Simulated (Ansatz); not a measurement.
# SZr: the cost of one run

Computed with Ansatz 0.2.0, Gaussian basis. Level: def2-TZVPP, core rule «outside noble gas», up to 9 orbitals frozen.

The runs, in order: UHF; CCSD(T) on ROHF; CCSD(T) on UHF; CCSDT(Q) on ROHF; CCSDT(Q) on UHF.

13 further runs of the same task are left out: 8 for a known fault of the program, 1 that didn't finish, 4 set aside as unsound or not needed. Runs told in other sessions of the task aren't counted.

## (1) What is computed

The geometry is a PBE0/def2-TZVP stationary point (not a proven minimum) of the parent state, kept for this charge and spin. No spin-orbit coupling is included. Elements past krypton take def2 core potentials.

2 atoms, charge 1, spin multiplicity 2.

Atoms are counted from 1 here; the program's logs count them from 0.

Bond lengths: Zr1–S2 2.183 Å.

## (2) UHF

in.yaml

```yaml
crystal:
  periodic: [false, false, false]
  atoms:
    - {symbol: Zr, position_ang: [0.000000, 0.000000, 0.000000]}
    - {symbol: S, position_ang: [0.000000, 0.000000, 2.182917]}
basis:
  gaussian: {orbitals: def2-TZVPP}
total_charge: 1
magnetization: {spin_polarized: true, initial_magnetization: 1}
hamiltonian: {xc: hf}
output: {orbitals: {seedname: orbitals}}
```

Launch:

```console
ansatz run in.yaml --threads 1 --pin off --events-out ev --progress --plain --max-ram 2816MiB --backend cpu
```

Q: Estimate wall time and peak memory on 1 thread of AMD EPYC 7R13, shared host.

About 21 s, with a peak of 0.26 GiB.
